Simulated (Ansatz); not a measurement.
Predict the output of the script below (Ansatz 0.2.0, Python API).

The script, `mos2.py`:
```python
from dataclasses import dataclass
from pathlib import Path

import ansatz as az
import numpy as np
from pymatgen.core import Lattice, Structure
from pymatgen.io.ase import AseAtomsAdaptor


@dataclass(frozen=True)
class Options:
    functional: str = "PBEsol"
    occupations: str = "fermi_dirac"
    cutoff_ev: int = 470
    kmesh: tuple[int, ...] = (12, 12, 2)


settings = Options()

pmg_structure = Structure(
    Lattice([[3.18454, 0.0, 0.0], [-1.59227, 2.75789, 0.0], [0.0, 0.0, 21.67053]]),
    ["Mo", "Mo", "S", "S", "S", "S"],
    [
        [2 / 3, 1 / 3, 0.14884],
        [1 / 3, 2 / 3, 0.85116],
        [1 / 3, 2 / 3, 0.22037],
        [2 / 3, 1 / 3, 0.92275],
        [1 / 3, 2 / 3, 0.07725],
        [2 / 3, 1 / 3, 0.77963],
    ],
)
structure = az.Crystal.from_ase(AseAtomsAdaptor.get_atoms(pmg_structure))

model = structure.calculation()
model = model.functional(settings.functional)
model = model.occupations(settings.occupations)
model = model.pseudopotentials("paw").basis(settings.cutoff_ev)
model = model.kpoints(*settings.kmesh)
model = model.phonons("dfpt")
outcome = model.run(runs_dir="runs")
ph = outcome.phonons

print("Gamma modes (1/cm):", " ".join(f"{w:.1f}" for w in ph.gamma_omega_inv_cm))
print("in meV:", " ".join(f"{w * 0.1239842:.2f}" for w in ph.gamma_omega_inv_cm))
```

```console
$ python mos2.py
Gamma modes (1/cm): 0.0 0.0 0.0 13.3 13.3 14.3 279.0 279.0 279.4 279.4 376.2 376.2 376.2 376.2 400.3 400.3 460.9 461.1
in meV: 0.00 0.00 0.00 1.65 1.65 1.78 34.59 34.59 34.64 34.64 46.64 46.64 46.64 46.64 49.63 49.63 57.14 57.17
```

No spin polarisation was allowed. The cell isn't relaxed first, so the values belong to this volume. The cell holds layers, chains or clusters in vacuum, no bulk phase. Points of the mesh across the vacuum add cost only. This cell is a computed structure, which may not be the phase found in nature. The structure is taken as given; imaginary modes can come from an unrelaxed or unstable start. Phonons of metals also depend on mesh and smearing. Finished in 8.9 min on 1 thread of Arm Neoverse V1, with other jobs on the host, peak memory 2.1 GiB.

(Lines on the test bed's own set-up are left out of the output.)
